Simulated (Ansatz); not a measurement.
MgCd3 and its free atoms, a cohesive energy from free atoms

Program: the Ansatz DFT code, driven from Python.

Run as a notebook:

**Cell 1**
```python
from collections import Counter
import warnings

import ansatz as az
```

**Cell 2**
```python
def counts(outcome):
    return Counter(site.symbol for site in outcome.lattice.sites)

UNPAIRED = {"Mg": 0, "Cd": 0}  # unpaired electrons of the free atoms
```

**Cell 3**
```python
def compute(name, crystal):
    calc = crystal.calculation()
    calc = calc.functional(az.Functional.PBESOL)
    calc = calc.basis(520).kpoints(spacing=0.16)
    calc = calc.occupations("fermi_dirac", width=0.02)
    if name.endswith(" atom"):
        calc = calc.kpoints(1, 1, 1).occupations("fermi_dirac", width=0.01)
        if UNPAIRED[name.split()[0]]:
            calc = calc.spin("collinear")
        return calc.run()
    calc = calc.relax(force_tolerance=0.02, cell=True)
    return calc.run()

warnings.simplefilter("ignore", az.DeckWarning)
```

**Cell 4**
```python
phases = {}
mgcd3 = (
    az.Lattice.of([0.0, 3.540325, 3.540325], [3.540325, 0.0, 3.540325], [3.540325, 3.540325, 0.0])
    .atom("Mg", [0.5, 0.5, 0.5])
    .atom("Cd", [0.0, 0.0, 0.0])
    .atom("Cd", [0.25, 0.25, 0.25])
    .atom("Cd", [0.75, 0.75, 0.75])
)
phases["MgCd3"] = mgcd3
# a box with unlike edges lets an open shell break the spherical symmetry
for element, moment in UNPAIRED.items():
    phases[f"{element} atom"] = az.Lattice.orthorhombic(10.0, 10.5, 11.0).atom(element, (0.5, 0.5, 0.5), moment=moment or None)
```

**Cell 5**
```python
done = {}
for name, crystal in phases.items():
    done[name] = compute(name, crystal)
    print(f"{name}: {done[name].report['energy_sigma0_ev']:.4f} eV, {len(done[name].lattice.sites)} atoms")
```
Output:
```text
MgCd3: -26464.3309 eV, 4 atoms
Mg atom: -1910.3431 eV, 1 atoms
Cd atom: -8182.8684 eV, 1 atoms
```

**Cell 6**
```python
print({element: round(done[f"{element} atom"].report["magnetization_mub"], 2) for element in UNPAIRED}, "muB on the free atoms")
solid = done["MgCd3"]
n = counts(solid)
binding = (sum(k * done[f"{e} atom"].report["energy_sigma0_ev"] for e, k in n.items()) - solid.report["energy_sigma0_ev"]) / sum(n.values())
print(f"cohesive energy {binding:.3f} eV/atom = {96.4853 * binding:.0f} kJ/mol of atoms (no zero-point energy)")
```
Output:
```text
{'Mg': 0.0, 'Cd': 0.0} muB on the free atoms
cohesive energy 1.346 eV/atom = 130 kJ/mol of atoms (no zero-point energy)
```

Notes:
- Total energies depend on the potentials; only differences at equal settings carry meaning.
- The magnetic order follows from the starting moments and needn't be the lowest.
- For the metals among these phases the mesh is modest: differences between phases can be off by up to 40 meV an atom.
- The cells come from databases of deposited and of computed structures, and not all need be stable phases.
- Free atoms in a box carry small image and symmetry errors, and spin-orbit coupling is left out.
- Hardware and time: 40 s on 1 thread of Arm Neoverse V1 (shared host), peak memory 0.8 GiB.
